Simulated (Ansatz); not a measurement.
# SiBN₂H₄+: an energy map over angle N2–Si3–N4 and change of the bonds Si3–N2, Si3–N4, all alike

How does the energy of BH4N2Si, SMILES BN=[Si+]N, charge +1 change over two coordinates at once? A grid of runs gives the map.

The runs use Ansatz 0.2.0; RKS PBE0-D4/def2-SVP.

**1. The system as given**

SMILES `BN=[Si+]N`, 8 atoms, charge 1, spin multiplicity 1.

Atoms are counted from 1 here; the program's logs count them from 0.

Bond lengths: B1–N2 1.359 Å, B1–H5 1.220 Å, B1–H6 1.241 Å, N2–Si3 1.649 Å, Si3–N4 1.673 Å, N4–H7 1.026 Å, N4–H8 1.029 Å. Angles: N2–B1–H5 130.2°, N2–B1–H6 112.8°, H5–B1–H6 117.0°, B1–N2–Si3 154.8°, N2–Si3–N4 124.1°, Si3–N4–H7 122.1°, Si3–N4–H8 124.0°, H7–N4–H8 113.9°.

Geometry (Å):

```xyz
8
BH4N2Si
B    -1.42682    1.53305   -0.12929
N    -0.47534    0.56853   -0.02365
Si    0.87750   -0.12967    0.60906
N     1.48243   -1.61108    0.12209
H    -1.55502    2.58254    0.47944
H    -2.28869    1.26647   -0.98165
H     2.32868   -2.01779    0.53670
H     1.05726   -2.19206   -0.61270
```

This geometry comes from a loose relaxation at PBE in a small basis, which is not shown.

**3. Plan of the scan**

First coordinate, angle N2–Si3–N4: 11 values from 87.1 to 177.1 °. Second coordinate, change of the bonds Si3–N2, Si3–N4, all alike: 11 values from −0.179 to 0.277 Å.

Nothing else is relaxed (all other coordinates rigid). Energies count from the relaxed molecule at the same level. Points are written as (first, second).

(The set-up runs are not shown.)

**4. Grid point (132.1°, 0.003 Å)**

File input.yaml:

```yaml
crystal:
  periodic: [false, false, false]
  atoms:
    - { symbol: B, position_ang: [-1.461045, 1.55586, -0.137211] }
    - { symbol: "N", position_ang: [-0.53192, 0.545644, -0.063446] }
    - { symbol: Si, position_ang: [0.784096, -0.184235, 0.50632] }
    - { symbol: "N", position_ang: [1.505845, -1.623104, 0.128547] }
    - { symbol: H, position_ang: [-1.469039, 2.565075, 0.527101] }
    - { symbol: H, position_ang: [-2.331628, 1.352793, -0.970345] }
    - { symbol: H, position_ang: [2.352973, -1.95496, 0.587611] }
    - { symbol: H, position_ang: [1.144918, -2.259362, -0.584737] }
total_charge: 1
basis:
  gaussian: { orbitals: def2-SVP }
hamiltonian:
  xc: pbe0
  dispersion: d4
output:
  forces: true
```

Started as:

```console
$ ansatz run input.yaml --threads 1 --pin off --max-ram 2560MiB --backend cpu --events-out ev --progress --plain --runs-dir out
```

Further runs follow: the other points that were computed.

What does the calculation give? Wanted: lowest point; highest computed point; largest force on an atom.

As calculated:

| quantity | value |
| --- | --- |
| lowest point | (132.1°, 0.003 Å), 0.03 kJ/mol |
| highest computed point | (87.1°, −0.179 Å), 423 kJ/mol above the lowest |
| largest force on an atom (eV/Å) | 0.1 at (132.1°, 0.003 Å) to 18.8 at (87.1°, −0.179 Å); 0.1 at the lowest point |
| time for the whole task | 17 min on 1 thread, shared host |

**Reading.** The lowest computed point is at (132.1°, 0.003 Å), 0.03 kJ/mol from the relaxed molecule at the same level. The grid is coarse, so the lowest point of the scanned range may lie between grid points; coordinates that were held can hide deeper minima. No other kind of well shows on this grid. The highest computed point, (87.1°, −0.179 Å), lies 423 kJ/mol above the lowest. Round the minimum the valley is somewhat tilted: raising angle N2–Si3–N4 shifts the best value of the second coordinate downwards (coupling k₁₂/√(k₁₁k₂₂) about 0.4).
